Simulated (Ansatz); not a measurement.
**LiBr+ (doublet): from Hartree-Fock to the top rungs at distance Br1–Li2 = 6.806 Å, cc-pVDZ**

Aim: climb from Hartree-Fock through coupled cluster for LiBr+ (doublet) at one geometry and basis, and see what each rung misses.

Method: cc-pVDZ, core rule «outside noble gas», up to 15 orbitals frozen; program: Ansatz 0.2.0, Gaussian basis.

Plan: UHF; CCSD(T) on ROHF; CCSD(T) on UHF; BCCD(T) on ROHF; CCSDT(Q) on ROHF; CCSDT(Q) on UHF; Full CI.

67 further runs of the same task are left out: 52 for a known fault of the program, 10 that didn't finish, 5 set aside as unsound or not needed.

### 1 The system

The geometry derives from a PBE0/def2-TZVP stationary point (not a proven minimum). One bond is set to the value named and the two fragments are kept rigid. No spin-orbit coupling is included. The filled d shell of Br may be among the frozen orbitals whatever the setting's name suggests; the logs give the count.

2 atoms, charge 1, spin multiplicity 2.

Atoms are counted from 1 here; the program's logs count them from 0.

No contacts short enough for the rule that draws bonds.

### 2 UHF

Contents of in.yaml:

```yaml
crystal:
  periodic: [false, false, false]
  atoms:
    - {symbol: Br, position_ang: [0.000000, 0.000000, 0.000000]}
    - {symbol: Li, position_ang: [0.000000, 0.000000, 6.806000]}
basis:
  gaussian: {orbitals: cc-pVDZ}
total_charge: 1
magnetization: {spin_polarized: true, initial_magnetization: 1}
hamiltonian: {xc: hf}
output: {orbitals: {seedname: orbitals}}
```

Run with:

```
> ansatz run in.yaml --threads 1 --pin off --events-out ev --progress --plain --max-ram 2393MiB
```

After this run come: CCSD(T) on ROHF; CCSD(T) on UHF; BCCD(T) on ROHF; CCSDT(Q) on ROHF; CCSDT(Q) on UHF; Full CI.

Q: Predict the results of all the runs planned. Wanted: FCI below the RHF energy; RMP2 from FCI; UMP2 from FCI; RCCSD from FCI; RCCSD(T) from FCI; UCCSD(T) from FCI; RCCSDT(Q) from FCI; UCCSDT(Q) from FCI; T1 diagnostic.

**Answer**, as computed:

| quantity | value |
| --- | --- |
| FCI below the RHF energy | -3.0267 eV |
| RMP2 from FCI | +402.4 meV |
| UMP2 from FCI | +416.1 meV |
| RCCSD from FCI | +33.4 meV |
| RCCSD(T) from FCI | +8.6 meV |
| UCCSD(T) from FCI | +6.2 meV |
| RCCSDT(Q) from FCI | +0.3 meV |
| UCCSDT(Q) from FCI | -1.8 meV |
| levels within 1 kcal/mol (43 meV) | RCCSD, UCCSD, RCCSD(T), UCCSD(T), BCCD(T), RCCSDT, UCCSDT, RCCSDT(Q), UCCSDT(Q) |
| T1 diagnostic | 0.011 |
| effectively unpaired electrons | 1.02 |

In words: RCCSD(T) misses by +8.6 meV, 0.3 % of the correlation energy. One determinant dominates. These misses are within one basis, not against nature; the frozen cores of restricted and unrestricted runs differ, which can shift their rows.
